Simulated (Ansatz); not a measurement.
# BFH3Sn: the cost of one run

Method: UKS PBE0/def2-SVP, in Ansatz 0.2.0.

### 1 The structure to begin with

Bond lengths: F1–B2 1.299 Å, B2–Sn3 2.333 Å, B2–H4 1.170 Å, Sn3–H5 1.742 Å, Sn3–H6 1.742 Å. Angles: F1–B2–Sn3 120.2°, F1–B2–H4 117.6°, Sn3–B2–H4 121.8°, B2–Sn3–H5 104.6°, B2–Sn3–H6 106.3°, H5–Sn3–H6 95.6°.

Structure file:

```xyz
6

F    -1.3567   -1.4180    0.8066
B    -0.6978   -0.9059   -0.1885
Sn    0.1632    1.2565   -0.0355
H    -0.6747   -1.5086   -1.1911
H     1.6591    1.1984   -0.9268
H     0.9070    1.3777    1.5353
```

### 2 End point A

input.yaml

```yaml
crystal:
  periodic: [false, false, false]
  atoms:
    - { symbol: F, position_ang: [-1.35672, -1.41804, 0.80656] }
    - { symbol: B, position_ang: [-0.69781, -0.90594, -0.18851] }
    - { symbol: Sn, position_ang: [0.16323, 1.25649, -0.03547] }
    - { symbol: H, position_ang: [-0.67475, -1.50864, -1.19107] }
    - { symbol: H, position_ang: [1.65908, 1.19843, -0.92685] }
    - { symbol: H, position_ang: [0.90696, 1.3777, 1.53534] }
magnetization:
  spin_polarized: true
  initial_magnetization: 1
basis:
  gaussian: { orbitals: def2-SVP }
hamiltonian:
  xc: pbe0
relax:
  f_tol: 0.015
  max_steps: 40
```

Launch:

```sh
> ansatz run input.yaml --threads 1 --pin off --max-ram 2048MiB --backend cpu --events-out ev --progress --plain --runs-dir out
```

What time and memory should one allow on 1 thread of Intel Xeon Platinum 8488C (Sapphire Rapids), shared host?

About 32 s, with a peak of 0.19 GiB.
